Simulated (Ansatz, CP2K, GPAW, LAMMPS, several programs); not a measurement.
# C from cheap methods to r2SCAN

How much accuracy does each second buy? C is computed with 12 methods, from the cheapest up to r2SCAN.

Method: no spin polarisation, static lattice; gaps from single points on the cell relaxed beforehand with r²SCAN, in LAMMPS, CP2K, GPAW, Ansatz (versions at each run).

6 further runs of the same task are left out: 6 set aside as unsound or not needed.

## 1. The starting structure

Symmetry: Fd-3m, No. 227, cubic system. Conventional cell: a = 3.560 Å, b = 3.560 Å, c = 3.560 Å, α = 90.00°, β = 90.00°, γ = 90.00°. C (site symmetry -43m) is surrounded by 4 C at 1.54 Å.

As a file:

```xyz
2
Lattice="0.0000 1.7801 1.7801 1.7801 0.0000 1.7801 1.7801 1.7801 0.0000" Properties=species:S:1:pos:R:3 pbc="T T T"
C     0.0000    0.0000    0.0000
C     0.8901    0.8901    0.8901
```

The structure type (diamond) is imposed and need not be the compound's stable one.

**Question.** The methods are BNC.tersoff, CH.rebo, SiCGe.tersoff, SiC_Erhart-Albe.tersoff, DFTB, PBE/DZVP, PBE/single-zeta, PBE/SZV, coarse PBE, GLLB-SC, PBE, r2SCAN. What gap does r2SCAN give on this cell, and which other methods (full PBE left aside) come nearest to r2SCAN and farthest in gap, volume and bulk modulus?

```
                                               quantity                                                                                    value
                                                 r2SCAN                                                    gap 4.36 eV, 5.64 Å³/atom, B₀ 451 GPa
         gap: nearest and farthest of the other methods                                                     PBE/DZVP (-0.08 eV), DFTB (+2.56 eV)
      volume: nearest and farthest of the other methods  CH.rebo, SiCGe.tersoff, SiC_Erhart-Albe.tersoff (about 0.5 % off); BNC.tersoff (+7.3 %)
bulk modulus: nearest and farthest of the other methods                    CH.rebo, SiC_Erhart-Albe.tersoff (about 2 % off); BNC.tersoff (-18 %)
```

For the gap, of the 6 methods compared (full PBE left aside), PBE/DZVP comes nearest to r2SCAN and DFTB is farthest. For the volume (full PBE left aside), CH.rebo, SiCGe.tersoff, SiC_Erhart-Albe.tersoff tie for nearest to r2SCAN; BNC.tersoff is farthest. For the bulk modulus (full PBE left aside), CH.rebo, SiC_Erhart-Albe.tersoff tie for nearest to r2SCAN; BNC.tersoff is farthest. Classical potentials are fitted to lattice constants of common crystals, so a close volume there is built in, not predicted. A minimal basis or a coarse cutoff and mesh shifts results by its own error, so closeness to r2SCAN can be chance. GLLB-SC is compared with its derivative discontinuity added. No volume is given for DFTB, PBE/single-zeta, coarse PBE, which can hide a larger miss. CPU times run from 0.14 s (SiCGe.tersoff) to 42 s (PBE/DZVP). On this cell DFTB, PBE/DZVP, PBE/single-zeta, PBE/SZV, GLLB-SC cost more than r2SCAN itself (1.8 s), so they are no saving here. r2SCAN is a yardstick, not the truth: it usually gives gaps below the measured ones. Against the measured bulk modulus of C, 444.8 GPa (quoted in “Equation of state of cubic boron nitride at high pressures and temperatures”, 2007, arxiv:cond-mat/0702656), the calculated 451 GPa is off by +1.3 %. 3 values of this kind are on record (442 to 444.8 GPa); this one was drawn at random among those near their median, those with a stated uncertainty first. That value is r2SCAN's, at fixed shape and without vibrations.
